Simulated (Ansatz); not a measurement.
Ti3Se under changes of volume

One of the cells (17.581 Å³/atom); the others are scaled copies at fixed shape and fractional positions:

```xyz
4
Lattice="3.1974 0.0000 0.0000 -1.5987 2.7691 0.0000 0.0000 0.0000 7.9427" Properties=species:S:1:pos:R:3 pbc="T T T"
Se    0.0000    0.0000    0.0000
Ti    1.5987    0.9230    3.9714
Ti    0.0000    1.8460    6.1390
Ti    0.0000    1.8460    1.8038
```

The cell comes from a database or a generator and needn't be the stable form of this composition.

| Property | Result |
| --- | --- |
| Program | Ansatz 0.2.0 |
| Functional | PBEsol |
| Potentials or basis | all-electron LAPW, scalar-relativistic |
| Cutoff | 266 eV (chosen from the basis error) |
| Basis error allowed | 0.001 eV/atom |
| k mesh | 10 × 10 × 4 |
| Occupations | fermi-dirac, width 0.05 eV |
| Spin | no spin polarisation |

| volume (Å³/atom) | energy over the lowest point (meV/atom) | pressure (GPa) | largest force (eV/Å) |
| --- | --- | --- | --- |
| 16.526 | 3.35 | 3.0 | 0.109 |
| 16.878 | 0.00 | 0.2 | 0.032 |
| 17.230 | 2.36 | -2.2 | 0.037 |
| 17.581 | 9.85 | -4.5 | 0.097 |
| 17.933 | 21.97 | -6.5 | 0.151 |
| 18.284 | 38.24 | -8.2 | 0.198 |
| 18.636 | ? | ? | ? |

Problem. What does the run at 18.636 Å³/atom give?

Solution. Energy over the lowest point 58.25 meV/atom; pressure -9.9 GPa; largest force 0.240 eV/Å.

Worked out: A Birch-Murnaghan fit of order 3 (a polynomial in V^(-2/3)) to the other rows has its minimum at 16.90 Å³/atom with B0 = V·E''(V) = 124 GPa and B' = 4.0 at fixed shape and positions, which overstates the stiffness. It gives 58.31 meV/atom at 18.636 Å³/atom, against the run's 58.25, and -dE/dV = -9.9 GPa, against -9.9.

Energies are extrapolated to zero smearing.
